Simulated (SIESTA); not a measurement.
The system is Cu3O2.

```
Cu O
1.0
    -2.02298    2.02298    3.67362
     2.02298   -2.02298    3.67362
     2.02298    2.02298   -3.67362
Cu O
3 2
Direct
  0.00000 0.00000 0.00000
  0.75000 0.25000 0.50000
  0.25000 0.75000 0.50000
  0.50000 0.00000 0.50000
  0.00000 0.50000 0.50000
```

The cell comes from a database or a generator and needn't be the stable form of this composition.

```yaml
Program: SIESTA 5.4.2
Task: single point
Functional: PBE
Potentials_or_basis: PseudoDojo 0.4 standard (PBE files)
Basis: DZP (energy shift 0.003 Ry; two zetas on semicore shells)
Grid_cutoff: 800 Ry
Energy_shift: 0.003 Ry
k_mesh: 9 × 9 × 9
Occupations: fermi-dirac, width 0.05 eV
Spin: no spin polarisation
```

On this cell: pressure 2.0 GPa; largest force under 0.003 eV/Å; band gap on the k mesh none (metal or under the smearing width).

The same run follows on a disturbed copy (atoms moved at random, drawn with an rms of 0.05 Å):

```
Cu O
1.0
    -2.02298    2.02298    3.67362
     2.02298   -2.02298    3.67362
     2.02298    2.02298   -3.67362
Cu O
3 2
Direct
  0.00865 0.01412 0.02382
  0.73048 0.24780 0.48821
  0.26341 0.75718 0.50910
  0.50493 0.99627 0.50101
  0.00846 0.50308 0.50020
```

Problem. What changes?

Solution. The energy (extrapolated to zero smearing) moves by +17.4 meV/atom; pressure 2.8 GPa; largest force 1.386 eV/Å; band gap on the k mesh none (metal or under the smearing width).

Forces on the atoms (eV/Å):
```
Cu  -0.607 -0.245  0.017
Cu   0.031  0.185  1.373
Cu   0.045 -0.057 -0.712
O   -0.004  0.129  0.019
O    0.534 -0.014 -0.698
```

Stress tensor (GPa, compression positive):
```
 0.75 -0.09  0.12
-0.09  2.31  0.21
 0.12  0.21  5.27
```

Caveats: short orbitals over semicore shells can move pressures by several GPa; the basis of atomic orbitals isn't converged, which shifts pressures, moduli and gaps; an odd number of electrons without spin polarisation forces a metal; a magnetic or distorted state may lie lower; the run has no spin polarisation, though such a crystal can be magnetic; semilocal functionals often make such compounds metallic where correlation or magnetic order opens a gap, which also shifts bond lengths.
